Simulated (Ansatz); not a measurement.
# ReP (NiAs type): how the settings move a single-point run

Aim: see which settings change the result for ReP (NiAs type), by how much, and at what cost.

Program: Ansatz 0.2.0. Level of theory: reference: DFT PBE, scalar-relativistic, plane waves, PAW. These are calculated values, not measurements.

5 further runs of the same task are left out: 1 for a known fault of the program, 2 that didn't finish, 2 set aside as unsound or not needed. Runs told in other sessions of the task aren't counted.

**1. Starting point**

The structure is hexagonal, space group P6_3/mmc (No. 194). Conventional cell: a = 3.749 Å, b = 3.749 Å, c = 5.080 Å, α = 90.00°, β = 90.00°, γ = 120.00°. Re (site symmetry -3m) is surrounded by 6 P at 2.51 Å and 2 Re at 2.54 Å. P (site symmetry -6m2) has 6 Re at 2.51 Å in its first shell of neighbours.

Coordinates:

```cif
data_structure
_symmetry_space_group_name_H-M 'P 1'
_symmetry_Int_Tables_number 1
_cell_length_a 3.7487
_cell_length_b 3.7487
_cell_length_c 5.0802
_cell_angle_alpha 90.000
_cell_angle_beta 90.000
_cell_angle_gamma 120.000
_cell_volume 61.83
loop_
_atom_site_label
_atom_site_type_symbol
_atom_site_fract_x
_atom_site_fract_y
_atom_site_fract_z
_atom_site_occupancy
Re1 Re 0.00000 0.00000 0.00000 1
Re2 Re 0.00000 0.00000 0.50000 1
P1 P 0.33333 0.66667 0.25000 1
P2 P 0.66667 0.33333 0.75000 1
```

**2. Baseline**

The input, input.yaml:

```yaml
crystal:
  lattice:
    - [3.7486665524, 0.0, 0.0]
    - [-1.8743332762, 3.2464404647, 0.0]
    - [0.0, 0.0, 5.0801924991]
  atoms:
    - { symbol: Re, position: [0.0, 0.0, 0.0] }
    - { symbol: Re, position: [0.0, 0.0, 0.5] }
    - { symbol: P, position: [0.3333333333, 0.6666666667, 0.25] }
    - { symbol: P, position: [0.6666666667, 0.3333333333, 0.75] }
basis:
  ecutwfc: 420
  ecutrho_ratio: 4
kpoints:
  mp_grid: { grid: [10, 10, 8] }
  band_path:
    path:
      - [[0.0, 0.0, 0.0], [0.5, 0.0, 0.0], [0.33333333, 0.33333333, 0.0], [0.0, 0.0, 0.0], [0.0, 0.0, 0.5], [0.5, 0.0, 0.5], [0.33333333, 0.33333333, 0.5], [0.0, 0.0, 0.5]]
      - [[0.5, 0.0, 0.5], [0.5, 0.0, 0.0]]
      - [[0.33333333, 0.33333333, 0.5], [0.33333333, 0.33333333, 0.0]]
    npoints: 14
hamiltonian:
  xc: pbe
scf:
  occupations: { method: gaussian, width: 0.05 }
  n_extra_bands: 15
output:
  forces: true
  stress: true
  eigenvalues: true
  populations: true
  dos: { projected: true, de: 0.02, nscf_kmesh: { grid: [15, 15, 12] } }
  bader: true
  write_density: true
  write_potential: true
  elf: true
  volumetric_format: npy
```

Started as:

```sh
$ ansatz run input.yaml --threads 2 --pin off --max-ram 2662MiB --backend cpu --events-out ev --progress --plain --runs-dir out
```

**3. Variant: hubbard.sites [{species: Re, l: d, u_eff: 6.0}], hubbard.double_counting amf**

The input, input.yaml:

```yaml
crystal:
  lattice:
    - [3.748666552403, 0.0, 0.0]
    - [-1.874333276201, 3.246440464698, 0.0]
    - [0.0, 0.0, 5.0801924991]
  atoms:
    - { symbol: Re, position: [0.0, 0.0, 0.0] }
    - { symbol: Re, position: [0.0, 0.0, 0.5] }
    - { symbol: P, position: [0.3333333333333, 0.6666666666667, 0.25] }
    - { symbol: P, position: [0.6666666666667, 0.3333333333333, 0.75] }
basis:
  ecutwfc: 420
  ecutrho_ratio: 4
kpoints:
  mp_grid: { grid: [10, 10, 8] }
hamiltonian:
  xc: pbe
  hubbard: { sites: [{ species: Re, l: d, u_eff: 6.0 }], double_counting: amf }
scf:
  occupations: { method: gaussian, width: 0.05 }
output:
  forces: true
  stress: true
  write_density: true
  write_potential: true
  elf: true
  volumetric_format: npy
```

**4. The same system, input altered**

The input, input.yaml:

```yaml
crystal:
  lattice:
    - [3.748666552403, 0.0, 0.0]
    - [-1.874333276201, 3.246440464698, 0.0]
    - [0.0, 0.0, 5.0801924991]
  atoms:
    - { symbol: Re, position: [0.0, 0.0, 0.0] }
    - { symbol: Re, position: [0.0, 0.0, 0.5] }
    - { symbol: P, position: [0.3333333333333, 0.6666666666667, 0.25] }
    - { symbol: P, position: [0.6666666666667, 0.3333333333333, 0.75] }
basis:
  ecutwfc: 420
  ecutrho_ratio: 4
kpoints:
  mp_grid: { grid: [10, 10, 8] }
hamiltonian:
  xc: pbe
scf:
  occupations: { method: gaussian, width: 0.05 }
  initial_density: { chi_scale: 0.3 }
  convergence: { dr2_threshold: 0.0001 }
output:
  forces: true
  stress: true
  write_density: true
  write_potential: true
  elf: true
  volumetric_format: npy
```

**6. Changing settings: dispersion d3bjatm**

The input, input.yaml:

```yaml
crystal:
  lattice:
    - [3.748666552403, 0.0, 0.0]
    - [-1.874333276201, 3.246440464698, 0.0]
    - [0.0, 0.0, 5.0801924991]
  atoms:
    - { symbol: Re, position: [0.0, 0.0, 0.0] }
    - { symbol: Re, position: [0.0, 0.0, 0.5] }
    - { symbol: P, position: [0.3333333333333, 0.6666666666667, 0.25] }
    - { symbol: P, position: [0.6666666666667, 0.3333333333333, 0.75] }
basis:
  ecutwfc: 420
  ecutrho_ratio: 4
kpoints:
  mp_grid: { grid: [10, 10, 8] }
hamiltonian:
  xc: pbe
  dispersion: d3bjatm
scf:
  occupations: { method: gaussian, width: 0.05 }
output:
  forces: true
  stress: true
```

**7. Changing settings: ecutrho_ratio 9, scf.algorithm density_mixing**

The input, input.yaml:

```yaml
crystal:
  lattice:
    - [3.748666552403, 0.0, 0.0]
    - [-1.874333276201, 3.246440464698, 0.0]
    - [0.0, 0.0, 5.0801924991]
  atoms:
    - { symbol: Re, position: [0.0, 0.0, 0.0] }
    - { symbol: Re, position: [0.0, 0.0, 0.5] }
    - { symbol: P, position: [0.3333333333333, 0.6666666666667, 0.25] }
    - { symbol: P, position: [0.6666666666667, 0.3333333333333, 0.75] }
basis:
  ecutwfc: 420
  ecutrho_ratio: 9
kpoints:
  mp_grid: { grid: [10, 10, 8] }
hamiltonian:
  xc: pbe
scf:
  occupations: { method: gaussian, width: 0.05 }
  algorithm: density_mixing
output:
  forces: true
  stress: true
  write_density: true
  write_potential: true
  elf: true
  volumetric_format: npy
```

**8. Changing settings: mp_grid.grid [7, 7, 5]**

The input, input.yaml:

```yaml
crystal:
  lattice:
    - [3.748666552403, 0.0, 0.0]
    - [-1.874333276201, 3.246440464698, 0.0]
    - [0.0, 0.0, 5.0801924991]
  atoms:
    - { symbol: Re, position: [0.0, 0.0, 0.0] }
    - { symbol: Re, position: [0.0, 0.0, 0.5] }
    - { symbol: P, position: [0.3333333333333, 0.6666666666667, 0.25] }
    - { symbol: P, position: [0.6666666666667, 0.3333333333333, 0.75] }
basis:
  ecutwfc: 420
  ecutrho_ratio: 4
kpoints:
  mp_grid: { grid: [7, 7, 5] }
hamiltonian:
  xc: pbe
scf:
  occupations: { method: gaussian, width: 0.05 }
output:
  forces: true
  stress: true
```

(Steps that only read results are left out.)

**Question.** What will these runs give? Wanted: for each run, ending; energy change; pressure; gap; force.

The runs gave:

| run | ending | energy change | pressure (GPa) | gap (eV) | force (eV/Å) | cycles | time |
| --- | --- | --- | --- | --- | --- | --- | --- |
| reference | converged | 0 | 0.0 | 0.00 | 0.00 | 6 | 26 s |
| 1: hubbard.sites [{species: Re, l: d, u_eff: 6.0}], hubbard.double_counting amf | converged | -258.3 meV/atom (Hubbard term changed: no physical gain or loss) | 6.0 | 0.00 | 0.00 | 9 | 5 s |
| 2: chi_scale 0.3, dr2_threshold 0.0001 | converged | 0.0 meV/atom | 0.0 | 0.00 | 0.00 | 6 | 3.4 s |
| 3: dispersion d3bjatm | converged | -496.0 meV/atom (offset of the dispersion model) | -4.8 | 0.00 | 0.00 | 6 | 2.1 s |
| 4: ecutrho_ratio 9, scf.algorithm density_mixing | converged | 0.0 meV/atom | 0.0 | 0.00 | 0.00 | 6 | 3.1 s |
| 5: mp_grid.grid [7, 7, 5] | converged | +0.5 meV/atom | -0.2 | 0.00 | 0.00 | 6 | 0.87 s |

Times don't compare one to one where runs were asked for different outputs or read a saved state (see the inputs); cycles may leave out searches for a lower state.

Residual by cycle in the longest SCF loop of each run; runs are numbered as in the table. The quantity is the density residual dr2, in eV.

| cycle | reference | run 1 | run 2 | run 3 | run 4 | run 5 |
| --- | --- | --- | --- | --- | --- | --- |
| 1 | 0.0199 | 0.904 | 2.66 | 0.0199 | 0.0199 | 0.0293 |
| 2 | 0.00624 | 0.345 | 0.874 | 0.00508 | 0.00508 | 0.00627 |
| 3 | 1.7e-4 | 0.0487 | 0.0148 | 1.1e-4 | 1.1e-4 | 1.9e-4 |
| 4 | 4.1e-6 | 0.0149 | 0.00181 | 2.5e-6 | 2.5e-6 | 3.0e-6 |
| 5 | 2.3e-7 | 3.1e-4 | 5.1e-5 | 1.3e-7 | 1.3e-7 | 2.0e-7 |
| 6 | 3.2e-9 | 5.1e-5 | 1.3e-6 | 6.1e-9 | 6.1e-9 | 1.0e-8 |
| 7 | - | 7.8e-6 | - | - | - | - |
| 8 | - | 4.1e-7 | - | - | - | - |
| 9 | - | 1.3e-8 | - | - | - | - |

What this shows: Of the converged runs whose energies compare with the reference's, «mp_grid.grid [7, 7, 5]» moves the energy most (+0.5 meV/atom). A changed U is a change of model: its shifts are not errors of convergence. The reference has no spin polarisation; with Re present, a magnetic state may lie lower.
